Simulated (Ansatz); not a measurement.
Write the native input for Ansatz 0.2.0 that does the following.

| Property | Result |
| --- | --- |
| Task | single point |
| Functional | PBE |
| Potentials or basis | Ansatz PAW |
| Cutoff | 420 eV (not typed: the program's choice for these potentials) |
| k mesh | 6 × 6 × 6 |
| Occupations | fermi-dirac, width 0.05 eV |
| Spin | no spin polarisation |

SnTe3:

```
CELL_PARAMETERS angstrom
0.00000 3.86122 3.86122
3.86122 0.00000 3.86122
3.86122 3.86122 0.00000
ATOMIC_POSITIONS crystal
Te 0.50080 0.50963 0.48816
Te 0.75328 0.74682 0.74937
Te 0.24050 0.25636 0.25588
Sn 0.99971 0.00010 0.99934
```

The cell comes from a database or a generator and needn't be the stable form of this composition.

The cell isn't the ideal one: atoms moved at random, drawn with an rms of 0.05 Å.

The input as run:

input.yaml

```yaml
crystal:
  lattice:
    - [0.0, 3.861219, 3.861219]
    - [3.861219, 0.0, 3.861219]
    - [3.861219, 3.861219, 0.0]
  atoms:
    - { symbol: Te, position: [0.500798, 0.509627, 0.488158] }
    - { symbol: Te, position: [0.753282, 0.746825, 0.749367] }
    - { symbol: Te, position: [0.240501, 0.256363, 0.255882] }
    - { symbol: Sn, position: [-0.00029, 0.000104, -0.000658] }
hamiltonian:
  xc: pbe
  pseudopotentials: { kind: paw }
kpoints:
  mp_grid: { grid: [6, 6, 6] }
scf:
  occupations: { method: fermi_dirac, width: 0.05 }
output:
  forces: true
  stress: true
  eigenvalues: true
```

Potentials or basis: Ansatz PAW.

Run with:

```bash
$ ansatz run input.yaml --threads 2 --pin off --max-ram 5120MiB --backend cpu --events-out ev --progress --plain --runs-dir out
```

Results of the run:

```yaml
Pressure: 0.2 GPa
Largest_force: 0.091 eV/Å
Band_gap_on_the_k_mesh: none (metal or under the smearing width)
```

It took 24 s on 2 threads of Intel(R) Xeon(R) Platinum 8259CL CPU @ 2.50GHz (Skylake/Cascade Lake), on a shared host, peak memory 0.67 GiB.
